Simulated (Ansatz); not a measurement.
# CuSe: ladder of basis sets from a Python script

Wanted for CuSe: a ladder of basis sets.

All numbers are computed with Ansatz 0.2.0, driven from Python. The levels of theory stand in the script.

### Step 1. The structure

Bond lengths: Cu1–Se2 2.250 Å.

The script holds or builds the structure itself.

### Step 2. The script

Input file cuse_basis.py:

```python
import ansatz
from ase import Atoms

atoms = Atoms(["Cu", "Se"], positions=[
    [0.0, 0.0, 0.0],
    [0.0, 0.0, 2.25],
])
mol = ansatz.Crystal.molecule_from_ase(atoms)

setup = mol.calculation()
setup = setup.functional("hf")
setup = setup.spin("collinear", total=1)

energies = {}
for basis in ["cc-pVDZ", "cc-pVTZ", "cc-pVQZ"]:
    r = setup.basis(gaussian=basis).run(threads=1, pin="off").report
    size = r["n_frozen"] + r["n_occupied"][0] + r["n_virtual"][0]
    energies[basis] = (r["reference_energy_ev"] / 27.211386246, r["free_energy_ev"] / 27.211386246)
    print(f"{basis:14s} {size:4d} orbitals  reference {energies[basis][0]:14.6f} Ha  total {energies[basis][1]:14.6f} Ha")

last = energies["cc-pVQZ"][1]
for basis, (_, total) in energies.items():
    print(f"{basis:14s} lies {27.211386 * (total - last):9.4f} eV above cc-pVQZ")
```

### Step 3. The calls as engine input

The package turns the script's settings into the engine's input (first run):

```yaml
crystal:
  periodic: [false, false, false]
  atoms:
    - { symbol: Cu, position_ang: [0.0, 0.0, 0.0] }
    - { symbol: Se, position_ang: [0.0, 0.0, 2.25] }
basis:
  gaussian:
    orbitals: cc-pVDZ
hamiltonian:
  xc: hf
magnetization:
  spin_polarized: true
  initial_magnetization: 1.0
```

### Step 4. The run

Started as:

```sh
$ python cuse_basis.py
```

Standard output:

```text
cc-pVDZ          70 orbitals  reference   -4038.806726 Ha  total   -4038.806726 Ha
cc-pVTZ         111 orbitals  reference   -4038.882429 Ha  total   -4038.882429 Ha
cc-pVQZ         172 orbitals  reference   -4038.887393 Ha  total   -4038.887393 Ha
cc-pVDZ        lies    2.1951 eV above cc-pVQZ
cc-pVTZ        lies    0.1351 eV above cc-pVQZ
cc-pVQZ        lies    0.0000 eV above cc-pVQZ
```

Wall time 4.8 min (1 thread of Arm Neoverse V1, shared host); peak memory 0.91 GiB.

### Step 5. Inputs of later runs

The engine's inputs for the other runs:

Run 2, against run 1:

```diff
@@ -8 +8 @@
-    orbitals: cc-pVDZ
+    orbitals: cc-pVTZ
```

Run 3, against run 1:

```diff
@@ -8 +8 @@
-    orbitals: cc-pVDZ
+    orbitals: cc-pVQZ
```

### Step 6. The runs side by side

One row for each of the 3 runs:

```
run    basis   energy (eV)  <S²>  SCF cycles  CPU time (s)
  1  cc-pVDZ  -109901.5298  0.76         414            24
  2  cc-pVTZ  -109903.5898  0.76         402            58
  3  cc-pVQZ  -109903.7249  0.76         356           210
```

### Step 7. Results

```
                           quantity              value
                      runs compared                  3
change of the total from set to set  -2.060, -0.135 eV
```

**Reading.** Against cc-pVDZ: cc-pVTZ -75.7 mHa and cc-pVQZ -80.7 mHa. The last step alone is -4.96 mHa. From the first set to the last the time grows from 23.8 to 205.4 s. The drop along the ladder measures the basis error, and is no property of the molecule. The geometry is a force-field or estimated start, not a minimum of this method, and the last set is no limit. Much of the fall in a total is atomic energy, which cancels in bond and reaction energies. The species is open-shell (spin multiplicity 2). The spin state was assumed, and another may lie lower.
